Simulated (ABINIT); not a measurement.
**InAs: optical spectrum with PBEsol**

Crystal: InAs.

```
In As
1.0
     0.00000    3.01800    3.01800
     3.01800    0.00000    3.01800
     3.01800    3.01800    0.00000
In As
1 1
Direct
  0.00000 0.00000 0.00000
  0.75000 0.75000 0.75000
```

```json
{"Program": "ABINIT 10.8.3 (patched build)", "Task": "optical spectrum", "Functional": "PBEsol", "Potentials or basis": "PseudoDojo NC SR PBEsol v0.4.1 standard", "Cutoff": "1034 eV", "k mesh": "6 × 6 × 6, with 4 shifts", "Occupations": "fermi-dirac, width 0.05 eV", "Spin": "no spin polarisation", "Bands in the sums": "20", "Broadening (eV)": "0.1", "Scissor shift (eV)": "0", "Tensor components": "[11]"}
```

```json
{
 "Pressure": "0.9 GPa"
}
```

Dielectric function (mean over the directions given):
| energy (eV) | real part | imaginary part |
| --- | --- | --- |
| 0.33 | 17.22 | 0.53 |
| 0.76 | 22.94 | 7.07 |
| 1.31 | 14.01 | 1.94 |
| 1.74 | 22.88 | 12.33 |
| 2.29 | 10.20 | 10.56 |
| 2.83 | 9.00 | 6.74 |
| 3.27 | 10.41 | 8.56 |
| 3.81 | 15.62 | 19.64 |
| 4.25 | -4.08 | 14.28 |
| 4.79 | -5.21 | 8.87 |
| 5.33 | -2.39 | 11.23 |
| 5.77 | -3.26 | 5.55 |
| 6.31 | -5.64 | 4.22 |
| 6.75 | -3.75 | 4.00 |
| 7.29 | -2.51 | 2.68 |
| 7.84 | -2.61 | 2.76 |
| 8.27 | -2.42 | 1.90 |
| 8.82 | -2.11 | 0.95 |
| 9.36 | -1.61 | 1.17 |
| 9.80 | -1.36 | 1.10 |
| 10.34 | -1.26 | 0.71 |
| 10.78 | -0.82 | 0.50 |
| 11.32 | -0.78 | 0.45 |
| 11.86 | -0.52 | 0.43 |
| 12.30 | -0.34 | 0.53 |
| 12.84 | -0.26 | 0.47 |
| 13.28 | -0.10 | 0.50 |
| 13.82 | -0.09 | 0.33 |
| 14.37 | 0.01 | 0.25 |
| 14.80 | 0.10 | 0.27 |
| 15.35 | 0.26 | 0.19 |
| 15.89 | 0.35 | 0.32 |
| 16.33 | 0.47 | 0.30 |
| 16.87 | 0.38 | 0.37 |
| 17.31 | 0.37 | 0.26 |
| 17.85 | 0.43 | 0.25 |
| 18.39 | 0.64 | 0.42 |
| 18.83 | 0.54 | 0.38 |
| 19.38 | 0.53 | 0.45 |
| 19.92 | 0.40 | 0.35 |

Wall time 11 min on 1 thread of Intel(R) Xeon(R) Processor @ 2.50GHz (Skylake/Cascade Lake), with other jobs on the host, peak memory 1.4 GiB.

Caveat: the intraband (Drude) term is left out; spectra need much finer meshes, so this one isn't converged; independent-particle spectra lack excitons.
